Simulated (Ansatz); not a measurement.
# Cu: the cost of one run

Computed with Ansatz 0.2.0 (DFT LDA, scalar-relativistic, plane waves, PAW, unless a step's input says otherwise).

2 further runs of the same task are left out: 2 set aside as unsound or not needed. Runs told in other sessions of the task aren't counted.

## (1) The structure to begin with

It takes space group I4/mmm (No. 139, tetragonal). Conventional cell: a = 2.855 Å, b = 2.855 Å, c = 2.682 Å, α = 90.00°, β = 90.00°, γ = 90.00°. Cu (site symmetry 4/mmm) has 10 Cu at 2.42 to 2.68 Å in its first shell of neighbours.

Structure file:

```cif
data_structure
_symmetry_space_group_name_H-M 'P 1'
_symmetry_Int_Tables_number 1
_cell_length_a 2.4235
_cell_length_b 2.4235
_cell_length_c 2.4235
_cell_angle_alpha 107.831
_cell_angle_beta 107.831
_cell_angle_gamma 112.804
_cell_volume 10.93
loop_
_atom_site_label
_atom_site_type_symbol
_atom_site_fract_x
_atom_site_fract_y
_atom_site_fract_z
_atom_site_occupancy
Cu1 Cu 0.00000 0.00000 0.00000 1
```

It goes back to an entry of the Materials Project, which need not be the stable form.

It is the result of an earlier relaxation at this level (volume 10.93 Å³/atom; gap on the mesh: none (metal)).

## (5) Plan of the scan

The energy is mapped over two normal modes frozen in (zone-centre modes of the cell shown, which folds in the wave vector (0, 0, 1/2) of the primitive cell).

The axes are (1) amplitude of mode 1 (54i cm⁻¹), largest displacement: 9 values from −0.418 Å; (2) amplitude of mode 5 (174 cm⁻¹), largest displacement: 9 values from −0.145 Å.

Nothing else is relaxed (the cell and all other modes fixed). Energies count from the relaxed high-symmetry cell. Points are written as (first, second).

The patterns, per unit of each coordinate (Å):

```csv
atom,x1,y1,z1,x2,y2,z2
Cu1,0.707,-0.707,0.000,0.000,0.000,1.000
Cu2,-0.707,0.707,0.000,0.000,0.000,-1.000
```

(The set-up runs are not shown.)

## (6) Grid point (−0.209 Å, 0.000 Å)

input.yaml reads:

```yaml
crystal:
  lattice:
    - [-1.427395735, 1.427395735, 1.3410790631]
    - [1.427395735, -1.427395735, 1.3410790631]
    - [2.85479147, 2.85479147, 0.0]
  atoms:
    - { symbol: Cu, position: [0.0517674649, -0.0517674649, 0.0] }
    - { symbol: Cu, position: [0.4482325351, 0.5517674649, 0.5] }
basis:
  ecutwfc: 520.0
kpoints:
  mp_grid: { grid: [20, 20, 12] }
hamiltonian:
  xc: lda
  pseudopotentials: { kind: paw, azcp: { folder: soft_1 } }
scf:
  occupations: { method: gaussian, width: 0.15 }
output:
  forces: true
  stress: true
  eigenvalues: true
```

The run is started by

```sh
> ansatz run input.yaml --threads 2 --pin off --max-ram 4096MiB --backend cpu --events-out ev --progress --plain --runs-dir out
```

**Question.** How long does this run take on 2 threads of Arm Neoverse V1, shared host, and how much memory does it need?

About 16 s, with a peak of 0.64 GiB.
